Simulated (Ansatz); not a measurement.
# ScGe+ (quintet): wave-function methods side by side at distance Sc1–Ge2 = 3.085 Å, def2-SVP

The task here is to estimate one member of a computed series from the others.

Program: Ansatz 0.2.0, Gaussian basis. Level of theory: def2-SVP, core rule «outside noble gas», up to 23 orbitals frozen. These are calculated values, not measurements.

Plan: UHF; CCSD(T) on ROHF; CCSD(T) on UHF; CISD as a restricted active space (open shells left free, so some higher excitations enter); CCSDT(Q) on ROHF; CCSDT(Q) on UHF; CASSCF and MRCISD+Q, 6 electrons in 6 orbitals; CASSCF and NEVPT2, 6 electrons in 6 orbitals; Full CI.

55 further runs of the same task are left out: 27 for a known fault of the program, 22 that didn't finish, 6 set aside as unsound or not needed. Runs told in other sessions of the task aren't counted.

**What is computed**

The geometry derives from a PBE0/def2-TZVP stationary point (not a proven minimum). One bond is set to the value named and the two fragments are kept rigid. No spin-orbit coupling is included. The filled d shell of Ge may be among the frozen orbitals whatever the setting's name suggests.

2 atoms, charge 1, spin multiplicity 5.

Atoms are counted from 1 here; the program's logs count them from 0.

No contacts short enough for the rule that draws bonds.

Set-up of the first run:

The input, in.yaml:

```yaml
crystal:
  periodic: [false, false, false]
  atoms:
    - {symbol: Sc, position_ang: [0.000000, 0.000000, 0.000000]}
    - {symbol: Ge, position_ang: [0.000000, 0.000000, 3.085000]}
basis:
  gaussian: {orbitals: def2-SVP}
total_charge: 1
magnetization: {spin_polarized: true, initial_magnetization: 4}
hamiltonian: {xc: hf}
output: {orbitals: {seedname: orbitals}}
```

Run with:

```sh
$ ansatz run in.yaml --threads 1 --pin off --events-out ev --progress --plain --max-ram 2393MiB
```

Among the steps run: UHF; CCSD(T) on ROHF; CCSD(T) on UHF; CISD as a restricted active space (open shells left free, so some higher excitations enter); CCSDT(Q) on ROHF; CCSDT(Q) on UHF; CASSCF and MRCISD+Q, 6 electrons in 6 orbitals; CASSCF and NEVPT2, 6 electrons in 6 orbitals; Full CI.

One table of the session follows, with a row left open; its other results are not shown here.

It belongs to the step «Misses and costs». 

| method | from FCI (kJ/mol) |
| --- | --- |
| ROHF | +227.9 |
| UHF | +218.3 |
| RMP2 | +67.0 |
| UMP2 | +65.6 |
| CISD | +19.9 |
| RCCSD | +18.4 |
| UCCSD | +14.2 |
| RCCSD(T) | +8.1 |
| UCCSD(T) | +4.1 |
| RCCSDT | +3.0 |
| UCCSDT | -1.0 |
| RCCSDT(Q) | +1.8 |
| UCCSDT(Q) | -2.5 |
| CASSCF pair | ? |
| NEVPT2 pair | +66.4 |
| MRCISD pair | +23.0 |
| MRCISD+Q pair | +7.5 |
| FCI | 0 |

**Question.** Estimate the row for CASSCF pair.

The run gave: from FCI (kJ/mol): +199.2. In the column «from FCI (kJ/mol)» it lies between RMP2 (+67.0) and UHF (+218.3).

Limits of these values: UCCSDT, UCCSDT(Q) fall below full CI: unrestricted runs freeze a spin-polarised core, another one than full CI's, and coupled cluster isn't variational. Levels on UHF freeze UHF's core orbitals, full CI those of ROHF, so the U rows can settle a little off it for that reason alone. Restricted and unrestricted rows rest on different reference determinants; a gap between their highest levels can come from leftover correlation error, from unlike frozen cores or from another state.
